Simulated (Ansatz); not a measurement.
# C2H7BSe: up Jacob's ladder to CCSD(T)

One table from this session's results is given with a row withheld; the runs are named, their logs left out.

Program: Ansatz 0.2.0, Gaussian basis. Level of theory: functionals in def2-TZVPP, the program's frozen cores in correlated methods. These are calculated values, not measurements.

Plan: LDA (SPW92), PBE-D4, revPBE-D4, BLYP-D4, r2SCAN-D4, B97M-V, PBE0-D4, B3LYP-D4, r2SCANh-D4, r2SCAN0-D4, HSE06-D4, BHLYP-D4, CAM-B3LYP-D4, LC-ωPBE, ωB97X-V, ωB97M-V, B2PLYP, PBE-QIDH; CCSD(T)/def2-SVP; CCSD(T)/def2-TZVPP; MP2/def2-QZVPP; extrapolation to the limit; RPA on PBE.

## Structure used throughout

All runs share one geometry, relaxed beforehand with PBE0-D4 in a triple-zeta def2 set.

SMILES `CB(C)[SeH]`, 11 atoms, charge 0, spin multiplicity 1.

Atoms are counted from 1 here; the program's logs count them from 0.

Bond lengths: C1–B2 1.567 Å, C1–H5 1.091 Å, C1–H6 1.097 Å, C1–H7 1.095 Å, B2–C3 1.564 Å, B2–Se4 1.936 Å, C3–H8 1.095 Å, C3–H9 1.098 Å, C3–H10 1.091 Å, Se4–H11 1.469 Å. Angles: B2–C1–H5 115.6°, B2–C1–H6 108.5°, B2–C1–H7 110.5°, H5–C1–H6 107.6°, H5–C1–H7 108.5°, H6–C1–H7 105.6°, C1–B2–C3 121.6°, C1–B2–Se4 116.4°, C3–B2–Se4 122.0°, B2–C3–H8 111.4°, B2–C3–H9 107.8°, B2–C3–H10 115.3°, H8–C3–H9 105.7°, H8–C3–H10 108.8°, H9–C3–H10 107.3°, B2–Se4–H11 97.6°.

The first run:

Input file in.yaml:

```yaml
crystal:
  periodic: [false, false, false]
  atoms:
    - {symbol: C, position_ang: [0.048868, 1.290210, -0.851628]}
    - {symbol: B, position_ang: [-0.139328, -0.144595, -0.251626]}
    - {symbol: C, position_ang: [0.328511, -0.492651, 1.200043]}
    - {symbol: Se, position_ang: [-0.956559, -1.462652, -1.410182]}
    - {symbol: H, position_ang: [-0.164465, 1.387491, -1.917403]}
    - {symbol: H, position_ang: [-0.613391, 1.981799, -0.315713]}
    - {symbol: H, position_ang: [1.065632, 1.653407, -0.666494]}
    - {symbol: H, position_ang: [0.131738, 0.332898, 1.891502]}
    - {symbol: H, position_ang: [1.419989, -0.612250, 1.182295]}
    - {symbol: H, position_ang: [-0.090573, -1.409140, 1.617275]}
    - {symbol: H, position_ang: [-0.965120, -2.581417, -0.457569]}
basis:
  gaussian: {orbitals: def2-TZVPP}
hamiltonian: {xc: lda}
output: {orbitals: {seedname: orbitals}}
```

The run is started by

```console
$ ansatz run in.yaml --threads 4 --pin off --events-out ev --progress --plain --max-ram 10444MiB
```

Steps of the session up to this table: LDA; PBE-D4 (GGA); revPBE-D4 (GGA); BLYP-D4 (GGA); r2SCAN-D4 (meta-GGA); B97M-V (meta-GGA); B3LYP-D4 (hybrid); r2SCANh-D4 (hybrid); r2SCAN0-D4 (hybrid); HSE06-D4 (hybrid); BHLYP-D4 (hybrid); CAM-B3LYP-D4 (range-separated); LC-ωPBE (range-separated); ωB97X-V (range-separated); ωB97M-V (range-separated); B2PLYP (double hybrid); PBE-QIDH (double hybrid).

One of the session's tables, all rows but one given; the rest of the session is left out.

It belongs to the step «Orbital energies across the functionals». 

```
  functional  HOMO (eV)  gap (eV)
 LDA (SPW92)      -6.37      4.70
      PBE-D4      -6.23      4.77
   revPBE-D4      -6.17      4.81
     BLYP-D4      -6.06      4.77
   r2SCAN-D4      -6.48      5.36
      B97M-V      -6.49      5.44
     PBE0-D4      -7.31      6.79
    B3LYP-D4      -7.08      6.38
  r2SCANh-D4      -6.88      6.08
  r2SCAN0-D4      -7.48      7.16
    HSE06-D4      -6.92      6.02
    BHLYP-D4      -8.25      8.81
CAM-B3LYP-D4          ?         ?
     LC-ωPBE      -9.91     11.64
     ωB97X-V      -9.58     11.23
     ωB97M-V      -9.46     10.92
```

Estimate the missing values for CAM-B3LYP-D4.

As computed: HOMO (eV): -8.57; gap (eV): 9.19. In the column «HOMO (eV)» it lies between ωB97M-V (-9.46) and BHLYP-D4 (-8.25).
